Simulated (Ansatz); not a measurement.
# The germanium atom: one species, many methods

The task here is to estimate one member of a computed series from the others.

Program: Ansatz 0.2.0, Gaussian basis. Level of theory: functionals in def2-TZVPP, the program's frozen cores in correlated methods. These are calculated values, not measurements.

The runs, in order: LDA (SPW92), PBE, revPBE, BLYP, r2SCAN, B97M-V, PBE0, B3LYP, r2SCANh, r2SCAN0, HSE06, BHLYP, CAM-B3LYP, LC-ωPBE, ωB97X-V, ωB97M-V, B2PLYP, PBE-QIDH; CCSD(T)/def2-SVP; CCSD(T)/def2-TZVPP; CCSD(T)/def2-QZVPP; extrapolation to the limit; RPA on PBE.

### The atom

SMILES `[Ge]`, 1 atom, charge 0, spin multiplicity 3.

Set-up of the first run:

in.yaml

```yaml
crystal:
  periodic: [false, false, false]
  atoms:
    - {symbol: Ge, position_ang: [0.000000, 0.000000, 0.000000]}
basis:
  gaussian: {orbitals: def2-TZVPP}
magnetization: {spin_polarized: true, initial_magnetization: 2}
hamiltonian: {xc: lda}
output: {orbitals: {seedname: orbitals}}
```

Among the steps run: LDA; PBE (GGA); revPBE (GGA); BLYP (GGA); r2SCAN (meta-GGA); B97M-V (meta-GGA); PBE0 (hybrid); B3LYP (hybrid); r2SCANh (hybrid); r2SCAN0 (hybrid); HSE06 (hybrid); BHLYP (hybrid); CAM-B3LYP (range-separated); LC-ωPBE (range-separated); ωB97X-V (range-separated); ωB97M-V (range-separated); B2PLYP (double hybrid); PBE-QIDH (double hybrid).

One table of the session follows, with a row left open; its other results are not shown here.

It belongs to the step «Orbital energies across the functionals». Levels, from each run's orbital file (highest filled and lowest empty over both spins):

```
 functional  HOMO (eV)  LUMO (eV)  gap (eV)
LDA (SPW92)      -4.32      -4.42     -0.10
        PBE      -4.30      -4.16      0.14
     revPBE      -4.29      -4.08      0.21
       BLYP      -4.01      -3.96      0.05
     r2SCAN      -4.67      -4.06      0.61
     B97M-V      -4.35      -3.94      0.41
       PBE0      -5.35      -3.25      2.10
      B3LYP      -5.00      -3.40      1.60
    r2SCANh      -5.04      -3.71      1.32
    r2SCAN0      -5.59      -3.20      2.39
      HSE06      -4.96      -3.64      1.32
      BHLYP      -6.09      -2.17      3.92
  CAM-B3LYP      -6.44      -2.02      4.42
    LC-ωPBE      -7.91      -0.90      7.01
    ωB97X-V          ?          ?         ?
    ωB97M-V      -7.18      -1.06      6.11
```

Q: Estimate the row for ωB97X-V from the others.

As computed: HOMO (eV): -7.37; LUMO (eV): -0.90; gap (eV): 6.47. In the column «HOMO (eV)» it lies between LC-ωPBE (-7.91) and ωB97M-V (-7.18).

Caveats from the session: A negative gap means that an empty level lies below a filled one: whole occupations of an open shell aren't an aufbau state there.
